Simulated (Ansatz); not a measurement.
# Nb: the cost of one run

Method: DFT LDA, scalar-relativistic, plane waves, PAW, in Ansatz 0.2.0.

This is Nb in the fcc structure; at room conditions it is bcc.

## Step 1: Starting point

It takes space group Fm-3m (No. 225, cubic). The conventional cell has a = 4.230 Å, b = 4.230 Å, c = 4.230 Å, α = 90.00°, β = 90.00°, γ = 90.00°. Nb (site symmetry m-3m) is surrounded by 12 Nb at 2.99 Å.

As a file:

```
Nb
1.0
     0.00000    2.11500    2.11500
     2.11500    0.00000    2.11500
     2.11500    2.11500    0.00000
Nb
1
Direct
  0.00000 0.00000 0.00000
```

No relaxation comes first: the listed cell is the starting point.

## Step 2: The reference: the undisturbed cell on the scan's mesh

The input, input.yaml:

```yaml
crystal:
  lattice:
    - [0.0, 2.115, 2.115]
    - [2.115, 0.0, 2.115]
    - [2.115, 2.115, 0.0]
  atoms:
    - { symbol: Nb, position: [0.0, 0.0, 0.0] }
basis:
  ecutwfc: 420
kpoints:
  mp_grid: { grid: [20, 20, 20] }
hamiltonian:
  xc: lda
scf:
  occupations: { method: gaussian, width: 0.15 }
output:
  forces: true
  stress: true
  eigenvalues: true
```

Started as:

```sh
ansatz run input.yaml --threads 1 --pin off --max-ram 1228MiB --backend cpu --events-out ev --progress --plain --runs-dir out
```

**Question.** How long does this run take on 1 thread of an x86-64 CPU, shared host, and how much memory does it need?

About 5.1 s, with a peak of 0.46 GiB.
